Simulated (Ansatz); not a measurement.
# FH3Se3Zr: vertical ionisation energy

An exercise on one series of results from a longer session: the logs are not shown, and one member is left open.

Method: unrestricted cation, the program's frozen cores in correlated methods; program: Ansatz 0.2.0, Gaussian basis.

The runs, in order: UKS PBE-D4/def2-TZVPP; UKS r2SCAN-D4/def2-TZVPP; UKS PBE0-D4/def2-TZVPP; UKS B3LYP-D4/def2-TZVPP; UKS wB97X-V/def2-TZVPP; UKS wB97M-V/def2-TZVPP; UKS B2PLYP/def2-TZVPP; UHF-CCSD(T)/def2-TZVPP; UHF-MP2/def2-QZVPP; extrapolation to the limit; then −ε(HOMO) from the neutral's earlier runs with LDA (SPW92), PBE-D4, revPBE-D4, BLYP-D4, r2SCAN-D4, B97M-V, PBE0-D4, B3LYP-D4, r2SCANh-D4, r2SCAN0-D4, HSE06-D4, BHLYP-D4, CAM-B3LYP-D4, LC-ωPBE, ωB97X-V, ωB97M-V.

## The relaxed structure

An earlier PBE0-D4 in a triple-zeta def2 set relaxation fixed the geometry. Zr takes the def2 core potential; no spin-orbit term is included.

8 atoms, charge 0, spin multiplicity 1.

Atoms are counted from 1 here; the program's logs count them from 0.

Bond lengths: F1–Zr2 1.886 Å, Zr2–Se3 2.563 Å, Zr2–Se4 2.558 Å, Zr2–Se5 2.553 Å, Se3–H6 1.476 Å, Se4–H7 1.475 Å, Se5–H8 1.476 Å. Angles: F1–Zr2–Se3 111.8°, F1–Zr2–Se4 111.3°, F1–Zr2–Se5 112.7°, Se3–Zr2–Se4 110.0°, Se3–Zr2–Se5 104.7°, Se4–Zr2–Se5 106.1°, Zr2–Se3–H6 87.9°, Zr2–Se4–H7 85.4°, Zr2–Se5–H8 87.7°.

The first run:

File in.yaml:

```yaml
crystal:
  periodic: [false, false, false]
  atoms:
    - {symbol: F, position_ang: [0.322405, 2.244271, 0.148918]}
    - {symbol: Zr, position_ang: [0.253718, 0.361146, 0.064702]}
    - {symbol: Se, position_ang: [-2.095485, -0.478511, -0.521323]}
    - {symbol: Se, position_ang: [1.954446, -0.557147, -1.611056]}
    - {symbol: Se, position_ang: [0.795945, -0.744956, 2.300846]}
    - {symbol: H, position_ang: [-2.163427, 0.587096, -1.540672]}
    - {symbol: H, position_ang: [1.005943, -1.673462, -1.782425]}
    - {symbol: H, position_ang: [-0.073543, 0.261563, 2.941009]}
basis:
  gaussian: {orbitals: def2-TZVPP}
total_charge: 1
magnetization: {spin_polarized: true, initial_magnetization: 1}
hamiltonian: {xc: pbe, dispersion: d4}
```

The run is started by

```sh
ansatz run in.yaml --threads 2 --pin off --events-out ev --progress --plain --max-ram 32768MiB --backend cuda --devices 0, --max-vram 18GiB
```

Among the steps run: Cation, UKS PBE-D4/def2-TZVPP; Cation, UKS r2SCAN-D4/def2-TZVPP; Cation, UKS PBE0-D4/def2-TZVPP; Cation, UKS B3LYP-D4/def2-TZVPP; Cation, UKS wB97X-V/def2-TZVPP; Cation, UKS wB97M-V/def2-TZVPP; Cation, UKS B2PLYP (frozen core)/def2-TZVPP; Cation, UHF-CCSD(T)/def2-TZVPP; Cation, UHF-MP2/def2-QZVPP.

One table of the session follows, with a row left open; its other results are not shown here.

For comparison, −ε(HOMO) of the neutral from earlier runs:

| functional | −ε(HOMO) (eV) |
| --- | --- |
| LDA (SPW92) | 6.48 |
| PBE-D4 | 6.31 |
| revPBE-D4 | 6.25 |
| BLYP-D4 | 6.13 |
| r2SCAN-D4 | 6.60 |
| B97M-V | 6.61 |
| PBE0-D4 | 7.40 |
| B3LYP-D4 | ? |
| r2SCANh-D4 | 7.00 |
| r2SCAN0-D4 | 7.60 |
| HSE06-D4 | 7.01 |
| BHLYP-D4 | 8.33 |
| CAM-B3LYP-D4 | 8.61 |
| LC-ωPBE | 9.93 |
| ωB97X-V | 9.60 |
| ωB97M-V | 9.46 |

Q: Estimate the row for B3LYP-D4 from the others.

Worked estimate for «−ε(HOMO) (eV)». Against the share of exact exchange, BLYP-D4 (0, 6.13), BHLYP-D4 (0.5, 8.33) give a slope of 4.40 per unit share; at 0.2 the line stands at 7.01.

As computed: −ε(HOMO) (eV): 7.16. In «−ε(HOMO) (eV)» the line misses by -0.15.
